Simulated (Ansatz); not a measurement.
**GeH₅ (doublet): from Hartree-Fock to the top rungs at distance H1–H2 along a hydrogen transfer = 1.005 Å, cc-pVTZ**

How much of the correlation energy of GeH₅ (doublet) does each wave-function method recover here?

Program: Ansatz 0.2.0, Gaussian basis. Level of theory: cc-pVTZ, core rule «outside noble gas», up to 14 orbitals frozen. These are calculated values, not measurements.

To be run: UHF; CCSD(T) on ROHF; CCSD(T) on UHF; BCCD(T) on ROHF; CISD; CCSDT(Q) on ROHF; CCSDT(Q) on UHF; CASSCF and NEVPT2, 3 electrons in 3 orbitals; CASSCF and NEVPT2, 9 electrons in 9 orbitals.

## (1) The system

The geometry derives from fragments relaxed apart (PBE0/def2-TZVP) and kept rigid, so it is no stationary point. A hydrogen atom is moved between rigid fragments. No spin-orbit coupling is included. The filled d shell of Ge may be among the frozen orbitals whatever the setting's name suggests; the logs give the count.

6 atoms, charge 0, spin multiplicity 2.

Atoms are counted from 1 here; the program's logs count them from 0.

Bond lengths: H2–Ge3 1.634 Å, Ge3–H4 1.539 Å, Ge3–H5 1.539 Å, Ge3–H6 1.539 Å. Angles: H2–Ge3–H4 107.7°, H2–Ge3–H5 107.7°, H2–Ge3–H6 107.7°, H4–Ge3–H5 111.2°, H4–Ge3–H6 111.2°, H5–Ge3–H6 111.2°.

## (2) UHF

The input, in.yaml:

```yaml
crystal:
  periodic: [false, false, false]
  atoms:
    - {symbol: H, position_ang: [-2.601799, 0.000000, -0.000001]}
    - {symbol: H, position_ang: [-1.596799, 0.000000, 0.000000]}
    - {symbol: Ge, position_ang: [0.037201, 0.000000, 0.000000]}
    - {symbol: H, position_ang: [0.505869, -1.465915, 0.000000]}
    - {symbol: H, position_ang: [0.505870, 0.732957, -1.269519]}
    - {symbol: H, position_ang: [0.505869, 0.732957, 1.269520]}
basis:
  gaussian: {orbitals: cc-pVTZ}
magnetization: {spin_polarized: true, initial_magnetization: 1}
hamiltonian: {xc: hf}
output: {orbitals: {seedname: orbitals}}
```

Launch:

```console
ansatz run in.yaml --threads 1 --pin off --events-out ev --progress --plain --max-ram 7936MiB --backend cpu
```

The runs that follow: CCSD(T) on ROHF; CCSD(T) on UHF; BCCD(T) on ROHF; CISD; CCSDT(Q) on ROHF; CCSDT(Q) on UHF; CASSCF and NEVPT2, 3 electrons in 3 orbitals; CASSCF and NEVPT2, 9 electrons in 9 orbitals.

**Question.** What will the summary of the whole plan be? Wanted: UCCSDT(Q) below the RHF energy; RMP2 from UCCSDT(Q); UMP2 from UCCSDT(Q); RCCSD from UCCSDT(Q); RCCSD(T) from UCCSDT(Q); UCCSD(T) from UCCSDT(Q); RCCSDT(Q) from UCCSDT(Q); NEVPT2 pair from UCCSDT(Q); NEVPT2 valence from UCCSDT(Q).

**Answer**, as computed:

| quantity | value |
| --- | --- |
| UCCSDT(Q) below the RHF energy | -5.3206 eV |
| RMP2 from UCCSDT(Q) | +1027.6 meV |
| UMP2 from UCCSDT(Q) | +1039.7 meV |
| RCCSD from UCCSDT(Q) | +152.9 meV |
| RCCSD(T) from UCCSDT(Q) | +28.0 meV |
| UCCSD(T) from UCCSDT(Q) | +26.8 meV |
| RCCSDT(Q) from UCCSDT(Q) | +2.2 meV |
| NEVPT2 pair from UCCSDT(Q) | +1011.5 meV |
| NEVPT2 valence from UCCSDT(Q) | +961.6 meV |
| levels within 1 kcal/mol (43 meV) | RCCSD(T), UCCSD(T), BCCD(T), RCCSDT, UCCSDT, RCCSDT(Q) |
| T1 diagnostic | 0.024 |
| effectively unpaired electrons | 1.02 |

What this shows: RCCSD(T) lands +28.0 meV from the yardstick (0.5 % of the correlation energy). One determinant dominates. Of the multireference levels listed NEVPT2 valence comes nearest in total energy (+961.6 meV), which doesn't show that its space is the better one. These misses are within one basis, not against nature; the frozen cores of restricted and unrestricted runs differ, which can shift their rows.
